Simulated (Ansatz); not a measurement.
# AlBH₆OSSi: up Jacob's ladder to CCSD(T)

The task here is to estimate one member of a computed series from the others.

Method: functionals in def2-TZVPP, the program's frozen cores in correlated methods; program: Ansatz 0.2.0, Gaussian basis.

Levels to be run: LDA (SPW92), PBE-D4, revPBE-D4, BLYP-D4, r2SCAN-D4, B97M-V, PBE0-D4, B3LYP-D4, r2SCANh-D4, r2SCAN0-D4, HSE06-D4, BHLYP-D4, CAM-B3LYP-D4, LC-ωPBE, ωB97X-V, ωB97M-V, B2PLYP, PBE-QIDH; CCSD(T)/def2-SVP; CCSD(T)/def2-TZVPP; MP2/def2-QZVPP; extrapolation to the limit; RPA on PBE.

### The geometry

All runs share one geometry, relaxed beforehand with PBE0-D4 in a triple-zeta def2 set.

11 atoms, charge 0, spin multiplicity 1.

Atoms are counted from 1 here; the program's logs count them from 0.

Bond lengths: B1–Si2 1.935 Å, B1–S3 2.072 Å, B1–H6 1.198 Å, B1–H7 1.196 Å, Si2–S3 2.293 Å, Si2–O4 1.617 Å, Si2–H8 1.483 Å, S3–H9 1.344 Å, O4–Al5 1.692 Å, Al5–H10 1.575 Å, Al5–H11 1.580 Å. Angles: Si2–B1–S3 69.7°, Si2–B1–H6 115.1°, Si2–B1–H7 121.5°, S3–B1–H6 105.1°, S3–B1–H7 110.2°, H6–B1–H7 120.4°, B1–Si2–S3 58.0°, B1–Si2–O4 126.2°, B1–Si2–H8 125.0°, S3–Si2–O4 111.7°, S3–Si2–H8 104.8°, O4–Si2–H8 108.8°, B1–S3–Si2 52.3°, B1–S3–H9 97.4°, Si2–S3–H9 92.3°, Si2–O4–Al5 158.4°, O4–Al5–H10 117.6°, O4–Al5–H11 116.9° and more.

Coordinates:

| atom | x (Å) | y (Å) | z (Å) |
| --- | --- | --- | --- |
| B1 | -0.1899 | 1.1701 | 1.6502 |
| Si2 | -1.0706 | 0.2804 | 0.1753 |
| S3 | -0.1270 | -0.8849 | 1.9100 |
| O4 | -0.3990 | -0.1097 | -1.2429 |
| Al5 | 0.7802 | -0.6515 | -2.3290 |
| H6 | -0.9202 | 1.5707 | 2.5112 |
| H7 | 0.9178 | 1.6071 | 1.5438 |
| H8 | -2.4917 | -0.1441 | 0.1636 |
| H9 | 1.0007 | -1.1123 | 1.2142 |
| H10 | 0.6174 | -0.2493 | -3.8428 |
| H11 | 1.9475 | -1.5337 | -1.7333 |

Set-up of the first run:

in.yaml

```yaml
crystal:
  periodic: [false, false, false]
  atoms:
    - {symbol: B, position_ang: [-0.189937, 1.170127, 1.650248]}
    - {symbol: Si, position_ang: [-1.070598, 0.280392, 0.175335]}
    - {symbol: S, position_ang: [-0.126986, -0.884903, 1.909989]}
    - {symbol: O, position_ang: [-0.398963, -0.109658, -1.242852]}
    - {symbol: Al, position_ang: [0.780235, -0.651541, -2.329004]}
    - {symbol: H, position_ang: [-0.920179, 1.570677, 2.511233]}
    - {symbol: H, position_ang: [0.917846, 1.607149, 1.543819]}
    - {symbol: H, position_ang: [-2.491655, -0.144069, 0.163631]}
    - {symbol: H, position_ang: [1.000651, -1.112293, 1.214194]}
    - {symbol: H, position_ang: [0.617392, -0.249259, -3.842780]}
    - {symbol: H, position_ang: [1.947492, -1.533723, -1.733313]}
basis:
  gaussian: {orbitals: def2-TZVPP}
hamiltonian: {xc: lda}
output: {orbitals: {seedname: orbitals}}
```

On the command line:

```bash
$ ansatz run in.yaml --threads 4 --pin off --events-out ev --progress --plain --max-ram 10444MiB
```

Among the steps run: LDA; PBE-D4 (GGA); revPBE-D4 (GGA); BLYP-D4 (GGA); r2SCAN-D4 (meta-GGA); B97M-V (meta-GGA); PBE0-D4 (hybrid); B3LYP-D4 (hybrid); r2SCANh-D4 (hybrid); r2SCAN0-D4 (hybrid); HSE06-D4 (hybrid); BHLYP-D4 (hybrid); CAM-B3LYP-D4 (range-separated); LC-ωPBE (range-separated); ωB97X-V (range-separated); ωB97M-V (range-separated); B2PLYP (double hybrid); PBE-QIDH (double hybrid).

One table of the session follows, with a row left open; its other results are not shown here.

It belongs to the step «Orbital energies across the functionals». 

| functional | HOMO (eV) | LUMO (eV) | gap (eV) |
| --- | --- | --- | --- |
| LDA (SPW92) | -6.03 | -2.47 | 3.55 |
| PBE-D4 | -5.90 | -2.24 | 3.66 |
| revPBE-D4 | -5.84 | -2.13 | 3.71 |
| BLYP-D4 | ? | ? | ? |
| r2SCAN-D4 | -6.10 | -1.87 | 4.23 |
| B97M-V | -6.19 | -2.16 | 4.03 |
| PBE0-D4 | -6.96 | -1.46 | 5.50 |
| B3LYP-D4 | -6.77 | -1.68 | 5.09 |
| r2SCANh-D4 | -6.49 | -1.61 | 4.88 |
| r2SCAN0-D4 | -7.09 | -1.24 | 5.86 |
| HSE06-D4 | -6.57 | -1.83 | 4.74 |
| BHLYP-D4 | -7.93 | -0.72 | 7.21 |
| CAM-B3LYP-D4 | -8.22 | -0.56 | 7.66 |
| LC-ωPBE | -9.50 | 0.55 | 10.05 |
| ωB97X-V | -9.18 | 0.42 | 9.60 |
| ωB97M-V | -9.03 | 0.12 | 9.14 |

**Question.** Estimate the row for BLYP-D4.

Worked estimate for «HOMO (eV)». Against the share of exact exchange, B3LYP-D4 (0.2, -6.77), BHLYP-D4 (0.5, -7.93) give a slope of -3.87 per unit share; at 0 the line stands at -6.00.

As computed: HOMO (eV): -5.76; LUMO (eV): -2.13; gap (eV): 3.63. In «HOMO (eV)» the line misses by -0.24.
